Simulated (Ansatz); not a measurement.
# ClTi: the cost of one run

The runs use Ansatz 0.2.0, Gaussian basis; def2-QZVPP, core rule «outside noble gas», up to 14 orbitals frozen.

Plan: UHF; ROHF; CCSD(T) on UHF.

### Step 1. The system

The geometry is a PBE0/def2-TZVP stationary point (not a proven minimum) of the parent state, kept for this charge and spin.

2 atoms, charge 0, spin multiplicity 4.

Atoms are counted from 1 here; the program's logs count them from 0.

No contacts short enough for the rule that draws bonds.

Coordinates:

```xyz
2
charge 0, multiplicity 4
Ti    0.0000    0.0000    0.0000
Cl    0.0000    0.0000    3.2806
```

### Step 2. UHF

in.yaml reads:

```yaml
crystal:
  periodic: [false, false, false]
  atoms:
    - {symbol: Ti, position_ang: [0.000000, 0.000000, 0.000000]}
    - {symbol: Cl, position_ang: [0.000000, 0.000000, 3.280600]}
basis:
  gaussian: {orbitals: "def2-QZVPP.json"}
magnetization: {spin_polarized: true, initial_magnetization: 3}
hamiltonian: {xc: hf}
output: {orbitals: {seedname: orbitals}}
```

Launch:

```
$ ansatz run in.yaml --threads 1 --pin off --events-out ev --progress --plain --max-ram 4096MiB --backend cpu
```

Q: Estimate wall time and peak memory on 1 thread of AMD EPYC 7R13, shared host.

About 62 s, with a peak of 0.51 GiB.
